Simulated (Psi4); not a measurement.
# One shape, several levels: doublet [InH3]+

Aim: a comparison of 3 runs (U-wB97M-V/def2-TZVPPD, U-wB97X/def2-TZVPPD, UB2PLYP/def2-TZVPPD) of doublet [InH3]+. 

Program for the calculation: Psi4 1.11.

## (1) Starting point

[InH3]+: 4 atoms, total charge +1, spin state doublet. SMILES of the parent species: `[H][In]([H])[H]`. Geometry: a GFN2-xTB relaxation, a rough one for these elements and not checked as a minimum. That shape belongs to the parent species and isn't relaxed for this state.

Bond lengths: In1–H2 1.719 Å, In1–H3 1.719 Å, In1–H4 1.718 Å. Angles: H2–In1–H3 120.0°, H2–In1–H4 120.1°, H3–In1–H4 119.9°.

## (2) A single-point energy at U-wB97M-V/def2-TZVPPD (core potential) (run 1)

The input, h3in.in:

```
memory 1.6 GB

molecule {
  1 2
  In
  H 1 r2
  H 1 r3 2 a3
  H 1 r4 2 a4 3 d4

  r2 = 1.71856
  r3 = 1.718778
  a3 = 119.97745
  r4 = 1.718048
  a4 = 120.12799
  d4 = -179.91513
  symmetry c1
  no_reorient
  no_com
}

set basis def2-TZVPPD
set reference uks
set puream true
set e_convergence 1e-09
set d_convergence 1e-08
set scf_type pk
set dft_radial_points 99
set dft_spherical_points 590
set maxiter 200

energy('wb97m-v')
print_variables()
```

Run with:

```console
$ psi4 -i h3in.in -o h3in.out -n 1
```

h3in.out:

```text
[...]
    !!!  WARNING: ECP capability is in beta. Please check occupations closely.  !!!
[...]
  Running in c1 symmetry.
[...]
  Nuclear repulsion =   19.933363529134791
[...]
  Multiplicity = 2
[...]
  Nalpha       = 12
  Nbeta        = 11
[...]
    Number of basis functions: 107
[...]
   @UKS iter   1:  -191.37569252295327   -6.60692e-01   3.52462e-03 DIIS/ADIIS
[...]
   @UKS iter  31:  -191.42982521869754   -1.02318e-12   4.12405e-09 DIIS
[...]
   @S^2 Observed:                7.644121694E-01
[...]
    Orbital Energies [Eh]
    ---------------------
    Alpha Occupied:
       1A     -5.098895     2A     -3.495507     3A     -3.494404
       4A     -3.483730     5A     -1.168284     6A     -1.158390
       7A     -1.156973     8A     -1.152211     9A     -1.148692
      10A     -0.823726    11A     -0.694665    12A     -0.631171
    Alpha Virtual:
      13A     -0.227451    14A     -0.162654    15A     -0.115969
      16A     -0.112627    17A     -0.103714    18A     -0.073686
      19A     -0.072671    20A     -0.067362    21A     -0.060127
      22A     -0.047258    23A     -0.036593    24A      0.003938
      25A      0.005912    26A      0.042433    27A      0.055185
[...]
  @UKS Final Energy:  -191.42982521869754
   => Energetics <=
    Nuclear Repulsion Energy =             19.9333635291347910
    One-Electron Energy =                -369.4582282121138519
    Two-Electron Energy =                 169.9696884080132691
    DFT Exchange-Correlation Energy =     -11.9652142717079002
    Empirical Dispersion Energy =           0.0000000000000000
    VV10 Nonlocal Energy =                  0.0905653279761591
    Total Energy =                       -191.4298252186975446
[...]
 Multipole Moments:
 ------------------------------------------------------------------------------------
     Multipole            Electronic (a.u.)      Nuclear  (a.u.)        Total (a.u.)
 ------------------------------------------------------------------------------------
 L = 1.  Multiply by 2.5417464519 to convert [e a0] to [Debye]
 Dipole X            :          0.0037192           -0.0033063            0.0004129
 Dipole Y            :         -0.1975715            0.0043480           -0.1932234
 Dipole Z            :          0.5796482           -0.0038885            0.5757597
 Magnitude           :                                                    0.6073177
[...]
```

Wall time 2.1 min (1 thread of Intel Xeon 6975P-C (Granite Rapids), shared host); peak memory 0.74 GiB.

## (3) Energy and gradient at U-wB97X/def2-TZVPPD (core potential) (run 2)

The input, h3in.inp:

```
memory 1600 MB

molecule {
  1 2
  In     0.000640    -0.000740    -0.000540
  H      1.718930    -0.027790     0.013510
  H     -0.834510     1.501400    -0.017780
  H     -0.885060    -1.472880     0.004810
  units angstrom
  symmetry c1
}

set {
  basis def2-TZVPPD
  reference uks
  puream true
  e_convergence 1e-09
  d_convergence 1e-08
  scf_type pk
  dft_radial_points 99
  dft_spherical_points 590
  maxiter 200
}

E, wfn = gradient("wb97x", return_wfn=True)
oeprop(wfn, "MAYER_INDICES", "QUADRUPOLE", "LOWDIN_CHARGES", title="WB97X")
```

Run with:

```console
$ psi4 h3in.inp h3in.out -n 1
```

h3in.out:

```text
[...]
    !!!  WARNING: ECP capability is in beta. Please check occupations closely.  !!!
[...]
  Running in c1 symmetry.
[...]
  Nuclear repulsion =   19.933362377118293
[...]
  Multiplicity = 2
[...]
  Nalpha       = 12
  Nbeta        = 11
[...]
    Number of basis functions: 107
[...]
   @UKS iter   1:  -191.47980135820293   -6.93835e-01   3.48214e-03 DIIS/ADIIS
[...]
   @UKS iter  89:  -191.53283749212315   -2.44427e-12   1.25414e-09 DIIS
[...]
   @S^2 Observed:                7.735330326E-01
[...]
  @UKS Final Energy:  -191.53283749212315
   => Energetics <=
    Nuclear Repulsion Energy =             19.9333623771182928
    One-Electron Energy =                -369.4641772037922465
    Two-Electron Energy =                 169.8739408944494471
    DFT Exchange-Correlation Energy =     -11.8759635598986346
    Empirical Dispersion Energy =           0.0000000000000000
    VV10 Nonlocal Energy =                  0.0000000000000000
    Total Energy =                       -191.5328374921231500
[...]
  -Total Gradient:
     Atom            X                  Y                   Z
    ------   -----------------  -----------------  -----------------
       1        0.045426580383    -0.031569652942     0.000569128973
       2       -0.025407006225     0.011674513157    -0.000289599901
       3       -0.009459927347     0.000747888058    -0.000056221260
       4       -0.010796508356     0.019291998411    -0.000224952946
[...]
 Multipole Moments:
 ------------------------------------------------------------------------------------
     Multipole            Electronic (a.u.)      Nuclear  (a.u.)        Total (a.u.)
 ------------------------------------------------------------------------------------
 L = 1.  Multiply by 2.5417464519 to convert [e a0] to [Debye]
 Dipole X            :          0.5190284           -0.0038454            0.5151829
 Dipole Y            :         -0.3572217            0.0044313           -0.3527904
 Dipole Z            :          0.0031118            0.0032446            0.0063564
 Magnitude           :                                                    0.6244317
 L = 2.  Multiply by 1.3450342976 to convert [e a0^2] to [Debye ang]
 Quadrupole XX       :        -29.0555934           15.8357457          -13.2198477
 Quadrupole XY       :          0.9546105            0.0102938            0.9649043
[...]
```

Run time: 1.8 min. Hardware: 1 thread of Intel Xeon 6975P-C (Granite Rapids), shared host; peak memory 0.71 GiB.

## (4) A single-point energy at UB2PLYP/def2-TZVPPD (core potential, density fitting for correlation) (run 3)

The input, run_ase.py:

```python
import numpy as np
from ase.calculators.psi4 import Psi4
from ase import Atoms

a = Atoms(['In', 'H', 'H', 'H'], positions=[
    [0.000640, -0.000740, -0.000540],
    [1.718930, -0.027790, 0.013510],
    [-0.834510, 1.501400, -0.017780],
    [-0.885060, -1.472880, 0.004810],
])
calc = Psi4(atoms=a, method='b2plyp', basis='def2-TZVPPD', memory='1600MB', num_threads=1, charge=1, multiplicity=2, label='h3in', reference='uks')
calc.psi4.set_options({'puream': True, 'e_convergence': 1e-09, 'd_convergence': 1e-08, 'scf_type': 'pk', 'dft_radial_points': 99, 'dft_spherical_points': 590, 'num_frozen_docc': 4, 'maxiter': 200})
a.calc = calc

print(f'energy: {a.get_potential_energy():.6f} eV')
```

Run with:

```console
$ python run_ase.py
```

h3in.dat:

```text
[...]
    !!!  WARNING: ECP capability is in beta. Please check occupations closely.  !!!
[...]
  Running in c1 symmetry.
[...]
  Nuclear repulsion =   19.933362377118293
[...]
  Multiplicity = 2
[...]
  Nalpha       = 12
  Nbeta        = 11
[...]
    Number of basis functions: 107
[...]
   @UKS iter   1:  -191.12739210605486   -5.65488e-01   3.63624e-03 DIIS/ADIIS
[...]
   @UKS iter  19:  -191.18958158525882   -6.30962e-11   2.98418e-09 DIIS
[...]
   @S^2 Observed:                8.074607078E-01
[...]
    Orbital Energies [Eh]
    ---------------------
    Alpha Occupied:
       1A     -5.245857     2A     -3.589751     3A     -3.589104
       4A     -3.578752     5A     -1.160408     6A     -1.152998
       7A     -1.150643     8A     -1.142842     9A     -1.141004
      10A     -0.785632    11A     -0.682647    12A     -0.585750
    Alpha Virtual:
      13A     -0.253910    14A     -0.189802    15A     -0.128592
      16A     -0.127932    17A     -0.116615    18A     -0.083333
      19A     -0.079209    20A     -0.075543    21A     -0.065026
      22A     -0.048558    23A     -0.039142    24A     -0.004559
      25A      0.000626    26A      0.031332    27A      0.040299
[...]
  @UKS Final Energy:  -191.18958158525882
   => Energetics <=
    Nuclear Repulsion Energy =             19.9333623771182928
    One-Electron Energy =                -369.4957281195700602
    Two-Electron Energy =                 166.8101173077753288
    DFT Exchange-Correlation Energy =      -8.4373331505823490
    Empirical Dispersion Energy =           0.0000000000000000
    VV10 Nonlocal Energy =                  0.0000000000000000
    Total Energy =                       -191.1895815852588214
[...]
 Multipole Moments:
 ------------------------------------------------------------------------------------
     Multipole            Electronic (a.u.)      Nuclear  (a.u.)        Total (a.u.)
 ------------------------------------------------------------------------------------
 L = 1.  Multiply by 2.5417464519 to convert [e a0] to [Debye]
 Dipole X            :          0.3052161           -0.0038454            0.3013707
 Dipole Y            :         -0.5529415            0.0044313           -0.5485102
 Dipole Z            :          0.0029564            0.0032446            0.0062010
 Magnitude           :                                                    0.6258804
[...]
```

The script printed:

```text
energy: -5205.017613 eV
```

It took 21 s on 1 thread of Intel Xeon 6975P-C (Granite Rapids), shared host; peak memory 0.6 GiB.

## (5) Overview of the runs

```csv
run,level,task,frozen core orbitals,energy (Eh),HOMO energy (eV),LUMO energy (eV),⟨S²⟩,wall time
1,U-wB97M-V/def2-TZVPPD (core potential),energy,0,-191.429825,-16.53,-11.11,0.764,2.1 min
2,U-wB97X/def2-TZVPPD (core potential),gradient,0,-191.532837,-16.66,-11.14,0.774,1.8 min
3,"UB2PLYP/def2-TZVPPD (core potential, density fitting for correlation)",energy,4,-191.280871,-15.27,-11.54,0.807,21 s
```

## (6) What came out

| quantity | value |
| --- | --- |
| run 3: total energy | -191.28087 Eh |
| run 3: HOMO energy (SCF part's orbitals) (highest over α and β) | -15.27 eV |
| run 3: LUMO energy (SCF part's orbitals) (lowest over α and β) | -11.54 eV |
| run 3: ⟨S²⟩ | 0.807 |

In words: Totals of different functionals can't be ranked against each other. All runs together took 4.2 min, the longest 2.1 min.
